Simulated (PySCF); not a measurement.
# C8H9FS: the cost of one run

Programs: PySCF 2.14.0, with density-fitted response routines of our own. Each step states its level of theory. These are calculated values for one molecule, in the gas phase or a continuum, unless marked as measured. Atoms count from 0, in the outputs and in this text.

## (1) The starting structure

19 atoms, charge 0, multiplicity 1; geometry from: GFN2-xTB. The atoms were then displaced at random by about 0.01 Å, so the start is not that level's minimum.

Bonds of the start (Å): C0–S1 1.78, S1–C2 1.75, C2–C3 1.42, C3–C4 1.34, C4–C5 1.40, C5–C6 1.52, C6–F7 1.38, C5–C8 1.38, C8–C9 1.39, C9–C2 1.39, C0–H10 1.08, C0–H11 1.09, C0–H12 1.09, C3–H13 1.10, C4–H14 1.08, C6–H15 1.09, C6–H16 1.09, C8–H17 1.08, C9–H18 1.08.

## (2) Optimising the geometry at PBE0-D3(BJ)/def2-SVP

Job settings and geometry (Å):

```
{"job": {"xc": "PBE0", "basis": "def2-SVP", "d3": "d3bj", "grid": 1, "shake": 0.01, "kind": "geom"}, "charge": 0, "multiplicity": 1}
C     -3.468290     0.693650    -0.667970
S     -2.744670    -0.900350    -0.319390
C     -1.052800    -0.531990    -0.055860
C     -0.170200    -1.615220     0.221280
C      1.139190    -1.433240     0.438920
C      1.686000    -0.142420     0.404470
C      3.172580     0.026430     0.651110
F      3.547640     1.354610     0.656070
C      0.859910     0.935380     0.156100
C     -0.494670     0.743760    -0.080060
H     -3.049820     1.147100    -1.553980
H     -4.534330     0.518100    -0.843670
H     -3.408880     1.387260     0.175460
H     -0.648170    -2.604990     0.263070
H      1.773210    -2.285400     0.658970
H      3.451000    -0.373330     1.631660
H      3.754670    -0.444980    -0.140100
H      1.265080     1.932790     0.108740
H     -1.108160     1.599900    -0.295800
```

Started as:

```console
$ OMP_NUM_THREADS=1 python probes_run.py task.json out
```

This one command runs all jobs of the session in turn.

Q: Estimate the wall time and peak memory of this first job on 1 thread of Arm Neoverse V1, shared host.

About 2.2 min, with a peak of 0.82 GiB.
